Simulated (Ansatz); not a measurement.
The system is CsMgBiO3.

```
CELL_PARAMETERS angstrom
3.23052 1.86514 3.79701
-3.23052 1.86514 3.79701
0.00000 -3.73028 3.79701
ATOMIC_POSITIONS crystal
Bi 0.56530 0.56530 0.56530
Cs 0.91728 0.91728 0.91728
Mg 0.30219 0.30219 0.30219
O 0.98224 0.49139 0.49139
O 0.49139 0.49139 0.98224
O 0.49139 0.98224 0.49139
```

The cell comes from a database or a generator and needn't be the stable form of this composition.

| Item | Value |
| --- | --- |
| Program | Ansatz 0.2.0 |
| Task | relaxation of cell and atoms |
| Functional | r2SCAN |
| Potentials or basis | Ansatz PAW |
| Cutoff | 500 eV (not typed: the program's choice for these potentials) |
| k mesh | 6 × 6 × 6 |
| Occupations | fermi-dirac, width 0.05 eV |
| Spin | no spin polarisation |

At the start: volume 22.88 Å³/atom.

**Question.** Where does the relaxation end?

**Answer.** It ends after 7 steps and the volume is 23.41 Å³/atom (+2.3 %); space group R3m (No. 160, to 0.05 Å).

The path:
```
step  energy change (eV)  largest force (eV/Å)  volume (Å³)
   1              0.0000                0.7946       137.27
   2             -0.0583                0.2401       135.85
   3             -0.0758                0.1308       137.27
   4             -0.0825                0.1548       140.18
   5             -0.0832                0.0163       140.50
   6             -0.0832                0.0020       140.49
   7             -0.0838                0.0017       140.49
```

Final structure:
```yaml
crystal:
  lattice:
    - [3.18247, 1.83740, 4.00419]
    - [-3.18247, 1.83740, 4.00419]
    - [0.00000, -3.67480, 4.00419]
  atoms:
    - { symbol: Bi, position: [0.57166, 0.57166, 0.57166] }
    - { symbol: Cs, position: [0.89366, 0.89366, 0.89366] }
    - { symbol: Mg, position: [0.31694, 0.31694, 0.31694] }
    - { symbol: O, position: [0.97903, 0.49425, 0.49425] }
    - { symbol: O, position: [0.49425, 0.49425, 0.97903] }
    - { symbol: O, position: [0.49425, 0.97903, 0.49425] }
```

Caveat: the plane-wave basis is chosen anew once the cell has moved, so the energies of steps on either side of that aren't comparable; the PAW data sets come from PBE, with cores solved anew for the run's functional, which leaves a small shift of forces and pressure.
